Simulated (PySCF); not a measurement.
# Solver options tried on C (triplet)

Aim: find out which solver settings change the answer for C (triplet).

Method: each script names its method and basis; program: PySCF 2.14.0.

## (1) The atom

C (triplet): 1 atom, charge 0, spin multiplicity 3.

## (2) The base run

Input file input.py:

```python
from pyscf import gto, dft

mol = gto.M(
    atom='C 0 0 0',
    basis='cc-pvtz-dk',
    charge=0,
    spin=2,
    verbose=3,
)
mf = dft.UKS(mol, xc='lc_wpbe')
mf = mf.sfx2c1e()
mf.kernel()
mf.stability(internal=True, external=True)
mf.dip_moment()
print('orbital energies (hartree):', [e[max(0, n-3):n+3].round(4) for e, n in zip(mf.mo_energy, mol.nelec)])
```

The run is started by

```bash
$ OMP_NUM_THREADS=1 python input.py
```

The log of this run is left out.

In short: E(SCF) = -37.836736 Eh, ⟨S²⟩ = 2.003, internal stable; real -> complex stable; UHF/UKS -> GHF/GKS unstable.

The triplet is typed in the script; nothing here shows that it is the ground state.

## (3) Damping 0.95

Edit 1 changes damping: none → 0.95.

Input file input.py:

```python
from pyscf import gto, dft

mol = gto.M(
    atom='C 0 0 0',
    basis='cc-pvtz-dk',
    charge=0,
    spin=2,
    verbose=3,
)
mf = dft.UKS(mol, xc='lc_wpbe')
mf = mf.sfx2c1e()
mf.damp = 0.95
mf.diis_start_cycle = 8
mf.kernel()
mf.stability(internal=True, external=True)
mf.dip_moment()
print('orbital energies (hartree):', [e[max(0, n-3):n+3].round(4) for e, n in zip(mf.mo_energy, mol.nelec)])
```

The run is started by

```bash
$ OMP_NUM_THREADS=1 python input.py
```

## (4) Second-order solver on

Edit 2 changes second-order solver: off → on.

Edit input.py of step 2 so:

```diff
@@ -11,2 +11,3 @@
 mf = mf.sfx2c1e()
+mf = mf.newton()
 mf.kernel()
```

What does the calculation give? Wanted: for each run, E(SCF); from base; gap, α spin; after the SCF.

As calculated:

| run | E(SCF) (hartree) | from base (eV) | gap, α spin (eV) | after the SCF |
| --- | --- | --- | --- | --- |
| base | -37.836736 | 0 | 9.40 | unstable: UHF/UKS -> GHF/GKS |
| damping 0.95 | -37.836736 | 0.0000 | 9.40 | unstable: UHF/UKS -> GHF/GKS |
| second-order solver on | -37.836736 | 0.0000 | 9.40 | unstable: UHF/UKS -> GHF/GKS |

**Reading.** The SCF energy stays the same, to the digits that matter, with damping 0.95 or second-order solver on.
